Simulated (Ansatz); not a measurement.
# CuF+ (doublet): wave-function methods side by side, def2-TZVPP

The task here is to estimate one member of a computed series from the others.

The runs use Ansatz 0.2.0, Gaussian basis; def2-TZVPP, core rule «outside noble gas», up to 10 orbitals frozen.

The runs, in order: UHF; ROHF; CCSD(T) on UHF.

### The geometry

The geometry is a PBE0/def2-TZVP stationary point (not a proven minimum).

2 atoms, charge 1, spin multiplicity 2.

Atoms are counted from 1 here; the program's logs count them from 0.

Bond lengths: Cu1–F2 1.691 Å.

Set-up of the first run:

Input file in.yaml:

```yaml
crystal:
  periodic: [false, false, false]
  atoms:
    - {symbol: Cu, position_ang: [0.000000, 0.000000, 0.000000]}
    - {symbol: F, position_ang: [0.000000, 0.000000, 1.690800]}
basis:
  gaussian: {orbitals: def2-TZVPP}
total_charge: 1
magnetization: {spin_polarized: true, initial_magnetization: 1}
hamiltonian: {xc: hf}
output: {orbitals: {seedname: orbitals}}
```

Launch:

```
ansatz run in.yaml --threads 1 --pin off --events-out ev --progress --plain --max-ram 4096MiB --backend cpu
```

Among the steps run: UHF; ROHF; CCSD(T) on UHF.

One of the session's tables, all rows but one given; the rest of the session is left out.

It belongs to the step «Misses and costs». 

```
  method  from UCCSD(T) (kcal/mol)
    ROHF                         ?
     UHF                   +395.71
    UMP2                     +0.87
   UCCSD                    +12.08
UCCSD(T)                         0
```

Q: Estimate the row for ROHF from the others.

The run gave: from UCCSD(T) (kcal/mol): +398.27. In the column «from UCCSD(T) (kcal/mol)» it is the highest.
